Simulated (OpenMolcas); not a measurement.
# Ta²⁺ among point charges: CASSCF levels and susceptibility

How does a field of 5 point charges split the states of Ta²⁺, and what χT follows?

Method: state-averaged CASSCF, spin-orbit coupling by RASSI with atomic mean-field integrals. Code: OpenMolcas 26.06.

1 further run of the same task is left out (it didn't finish).

**1. The system**

| Quantity | Value |
| --- | --- |
| Species | Ta²⁺ (tantalum, Z = 73, 71 electrons) |
| Basis | ANO-RCC-VDZP [7s6p4d2f1g], 68 functions |
| Scalar Hamiltonian | DKH2, point nucleus |
| Inactive shells | 1s 2s 2p 3s 3p 3d 4s 4p 4d 4f 5s 5p |
| Active space | 3 electrons in 5 orbitals (5d) |
| Some configurations of this space | 5d³ |
| Orbitals | optimised for each spin and parity, averaged over all roots |

Outer shells as boxes (Hund's rule):

5d3
```
5d [↑ ][↑ ][↑ ][  ][  ]
```

The ion sits among 5 point charges of -2 e arranged as a square pyramid (C4v), 1.87 Å from the ion, with the axial distance 1.964 Å. The active orbitals were held to one l.

The work runs as a chain of OpenMolcas steps in one folder; each step below is one input file. Labels, J, g values, rates, χT and fits are worked out afterwards by a script from the matrices that RASSI stores.

**2. GATEWAY and SEWARD: basis and integrals**

The input, a.inp:

```
&GATEWAY
Coord
1

Ta 0.0 0.0 0.0
Basis=ANO-RCC-VDZP
Group=NoSym
NoMove
AngMom=0.0 0.0 0.0
AMFI
XField
5 Angstrom 0
1.870000 0.000000 0.000000 -2.000000
0.000000 1.870000 0.000000 -2.000000
-1.870000 0.000000 0.000000 -2.000000
0.000000 -1.870000 0.000000 -2.000000
0.000000 0.000000 1.963500 -2.000000
&SEWARD
```

On the command line:

```console
OMP_NUM_THREADS=1 MOLCAS_MEM=1689 MOLCAS_PROJECT=a pymolcas a.inp > a.log
```

**3. CASSCF: quartets, 10 roots**

The input, a.inp:

```
&RASSCF
FileOrb=start.orb
Symmetry=1
Spin=4
nActEl=3 0 0
Inactive=34
Ras2=5
CIRoot=10 10 1
SDav=10
CIMx=300
Iter=120 100
PrWF=0.3
OrbListing=Nothing
MaxOrb=0
SupSym
1
20 10 11 12 13 14 19 20 21 22 23 35 36 37 38 39 48 49 50 51 52
>>> COPY $Project.JobIph JOB001
```

start.orb holds the contracted functions of the basis, ordered by shell, or the orbitals of the step before.

**4. CASSCF: doublets, 40 roots**

The input, a.inp:

```
&RASSCF
FileOrb=start.orb
Symmetry=1
Spin=2
nActEl=3 0 0
Inactive=34
Ras2=5
CIRoot=40 40 1
SDav=40
CIMx=300
Iter=120 100
PrWF=0.3
OrbListing=Nothing
MaxOrb=0
SupSym
1
20 10 11 12 13 14 19 20 21 22 23 35 36 37 38 39 48 49 50 51 52
>>> COPY $Project.JobIph JOB002
```

**5. RASSI: spin-orbit coupling between the states**

The input, a.inp:

```
&RASSI
NrOfJobIphs=2 10 40
1 2 3 4 5 6 7 8 9 10
1 2 3 4 5 6 7 8 9 10 11 12 13 14 15 16 17 18 19 20 21 22 23 24 25 26 27
28 29 30 31 32 33 34 35 36 37 38 39 40
IphNames
JOB001
JOB002
EJob
SpinOrbit
DIPRint=1.0
SOCoupling=1000.0
Subsets=2
Property=9
'ANGMOM' 1 'ANGMOM' 2 'ANGMOM' 3 'MLTPL  1' 1 'MLTPL  1' 2 'MLTPL  1' 3
'AMFI' 1 'AMFI' 2 'AMFI' 3
SOProperty=3
'ANGMOM' 1 'ANGMOM' 2 'ANGMOM' 3
```

Q: Predict the outcome of this session. Wanted: spin-free ground state; first state of the same spin within the active space; lowest level; next level.

As calculated:

| quantity | value |
| --- | --- |
| method | CASSCF |
| spin-free ground state | doublet, 2-fold in its orbital part |
| first state of the same spin within the active space | doublet at 11400 cm⁻¹ |
| lowest level | 2-fold, g = 0.18, 0.18, 3.57 |
| next level | 783.2 cm⁻¹ |
| χT at 300 K | 0.56 cm³ K/mol |
| effective moment at 300 K | 2.12 μB |

**Reading.** The spin-free ground state (doublet) comes to 34 % from free-ion H terms and has less than the highest spin computed. χT at 300 K is 0.56, against 0.38 cm³ K/mol for the spin alone, so orbital moment adds to it. The field of point charges can differ much from that of real complexes. Point charges carry no covalency, so the field is a model and not that of real ligands.
